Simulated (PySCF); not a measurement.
**SnH2 (SMILES [H][Sn][H]): levels of theory compared**

Aim: a comparison of 6 runs (B3LYP/STO-3G, M06-2X/STO-3G, PBE0/STO-3G, UPBE0/STO-3G, CCSDTQ/STO-3G, UCCSD(T)/STO-3G) of SnH2. 

The results are computed with PySCF 2.14.0.

2 further runs of the same task are left out: 2 set aside as unsound or not needed.

## Step 1: The system as given

SnH2 has 3 atoms, charge 0, and is taken as a singlet. As SMILES, `[H][Sn][H]`. The Sn1–H2 distance was set to 3.960 Å, away from the relaxed value. At this shape a bond of the SMILES string is far longer than usual.

Bond lengths: Sn1–H3 1.800 Å.

## Step 2: The energy at B3LYP/STO-3G (run 1)

The input, input.py:

```python
from pyscf import gto, dft

mol = gto.M(
    atom='''
Sn    -2.782442     0.003462    -4.621337
H      2.336609    -0.033580     0.836790
H     -5.138553     0.070528    -2.169738
''',
    max_memory=1860,
    verbose=3,
    unit='bohr',
    basis='sto-3g',
    charge=0,
)

mf = dft.RKS(mol)
mf.xc = 'b3lyp'
mf.grids.level = 5
mf.conv_tol = 1e-10
mf.kernel()
if not mf.converged:
    mf = mf.newton().run(mf.mo_coeff, mf.mo_occ)

energy = mf.e_tot
print('Final energy', energy)
```

The run is started by

```console
$ OMP_NUM_THREADS=1 python input.py
```

Output:

```text
converged SCF energy = -5966.21060710152
Final energy -5966.21060710152
```

It took 4.8 s on 1 thread of Arm Neoverse V1, shared host; peak memory 0.21 GiB.

## Step 3: The energy at M06-2X/STO-3G (run 2)

The input, run.py:

```python
from pyscf import gto, dft

mol = gto.M(
    atom='''
Sn    -2.782442     0.003462    -4.621337
H      2.336609    -0.033580     0.836790
H     -5.138553     0.070528    -2.169738
''',
    verbose=4,
    unit='bohr',
    basis='sto-3g',
    charge=0,
    max_memory=1860,
)

mf = dft.RKS(mol)
mf.xc = 'm06-2x'
mf.conv_tol = 1e-10
mf.grids.level = 5
mf.kernel()
if not mf.converged:
    mf = mf.newton().run(mf.mo_coeff, mf.mo_occ)

e_final = mf.e_tot
print('E = %.10f Eh' % e_final)
```

The run is started by

```console
$ OMP_NUM_THREADS=1 python run.py
```

Output:

```text
PySCF version 2.14.0

[INPUT] num. atoms = 3
[INPUT] num. electrons = 52
[INPUT] charge = 0
[INPUT] spin (= nelec alpha-beta = 2S) = 0
[INPUT] symmetry False subgroup None
[INPUT] Mole.unit = bohr
[INPUT] Symbol           X                Y                Z      unit          X                Y                Z       unit  Magmom
[INPUT]  1 Sn    -1.472404897107   0.001832011504  -2.445506224381 AA   -2.782442000000   0.003462000000  -4.621337000000 Bohr   0.0
[INPUT]  2 H      1.236480233631  -0.017769770743   0.442810198326 AA    2.336609000000  -0.033580000000   0.836790000000 Bohr   0.0
[INPUT]  3 H     -2.719205144705   0.037321810332  -1.148175903267 AA   -5.138553000000   0.070528000000  -2.169738000000 Bohr   0.0

[... 40 lines left out ...]
WARN: HOMO -0.395120733758925 == LUMO -0.394202126890652
[... 32 lines left out ...]
converged SCF energy = -5966.37196475656
E = -5966.3719647566 Eh
```

Run time: 4.8 s. Hardware: 1 thread of Arm Neoverse V1, shared host; peak memory 0.21 GiB.

Runs 3 to 5 aren't shown in full; the table further down has their settings and results.

## Step 4: The energy at UCCSD(T)/STO-3G (run 6)

The input, geometry.xyz:

```xyz
3
H2Sn
Sn    -1.472405     0.001832    -2.445506
H      1.236480    -0.017770     0.442810
H     -2.719205     0.037322    -1.148176
```

The input, calc.py:

```python
from pyscf import gto, scf, cc

mol = gto.Mole()
mol.atom = 'geometry.xyz'
mol.max_memory = 1860
mol.verbose = 3
mol.spin = 0
mol.basis = 'sto-3g'
mol.build()

hf = scf.UHF(mol)
hf.conv_tol = 1e-10
hf.kernel()
if not hf.converged:
    hf = hf.newton().run(hf.mo_coeff, hf.mo_occ)
for _ in range(3):
    mo, _, stable, _ = hf.stability(return_status=True)
    if stable:
        break
    hf.kernel(hf.make_rdm1(mo, hf.mo_occ))

mycc = cc.CCSD(hf, frozen=18)
mycc.kernel()
e_t = mycc.ccsd_t()
energy = mycc.e_tot + e_t
print(f'total energy: {energy:.8f} hartree')
```

The run is started by

```console
$ OMP_NUM_THREADS=1 python calc.py
```

Output:

```text
WARN: HOMO -0.336933765265005 >= LUMO -0.335949557189249

converged SCF energy = -5964.07183405633  <S^2> = 8.5130125e-11  2S+1 = 1
<class 'pyscf.scf.uhf.UHF'> wavefunction has an internal instability
converged SCF energy = -5964.2487270076  <S^2> = 1.0016309  2S+1 = 2.2375262
<class 'pyscf.scf.uhf.UHF'> wavefunction is stable in the internal stability analysis
E(UCCSD) = -5964.283340731181  E_corr = -0.03461372358369696
UCCSD(T) correction = -5.96174983323883e-05
total energy: -5964.28340035 hartree
```

It took 1.3 s on 1 thread of Arm Neoverse V1, shared host; peak memory 0.12 GiB.

## Step 5: Overview of the runs

```csv
run,level,follow instability,integration grid,energy (Eh),dipole moment (D) of the reference,HOMO energy (eV),LUMO energy (eV),wall time
1,B3LYP/STO-3G,–,5,-5966.210607,3.59,-1.21,-0.24,4.8 s
2,M06-2X/STO-3G,–,5,-5966.371965,3.62,-1.83,0.76,4.8 s
3,PBE0/STO-3G,–,5,-5965.916991,3.46,-1.25,0.02,3.9 s
4,UPBE0/STO-3G,yes,5,-5965.990899,0.24,-1.33,0.74,16 s
5,CCSDTQ/STO-3G,–,–,-5964.283822,5.24,-1.76,2.73,5.4 s
6,UCCSD(T)/STO-3G,yes,–,-5964.283400,0.25,-3.67,4.63,1.3 s
```

## Step 6: Outcome

| quantity | value |
| --- | --- |
| run 6: total energy | -5964.28340 Eh |
| run 6: dipole moment (Hartree–Fock density) | 0.25 D |
| run 6: HOMO energy (Hartree–Fock orbitals) | -3.67 eV |
| run 6: LUMO energy (Hartree–Fock orbitals) | 4.63 eV |
| run 6: HOMO–LUMO gap (Hartree–Fock orbitals) | 8.29 eV |
| run 6: correlation energy (18 core orbitals frozen) | -34.7 mEh |
| run 6: (T) correction | -0.06 mEh |
| run 6: ⟨S²⟩ of the reference determinant | 1.002 |
| run 6: T1 diagnostic | 0.006 |

Over runs 1, 2, 3, 4 the dipole moment (its size) runs from 0.24 D (UPBE0/STO-3G) to 3.62 D (M06-2X/STO-3G). Over runs 1, 2, 3, 4 the HOMO–LUMO gap runs from 0.97 eV (B3LYP/STO-3G) to 2.59 eV (M06-2X/STO-3G). Totals of different functionals can't be ranked against each other. In runs 1, 2, 3, 4, 5, 6 the basis is minimal, so the values are rough. In runs 1, 2, 3 a closed-shell determinant meets a far-stretched bond, which it describes badly. In runs 1, 2, 3, 4, 5, 6 relativity is left out where basis or elements ask for it. Spin contamination of the reference: run 6 ⟨S²⟩ = 1.00, run 4 ⟨S²⟩ = 1.00. Where it is this large, the reference is a mixture of spin states, and values that rest on it are in doubt. All runs together took 36 s, the longest 16 s.
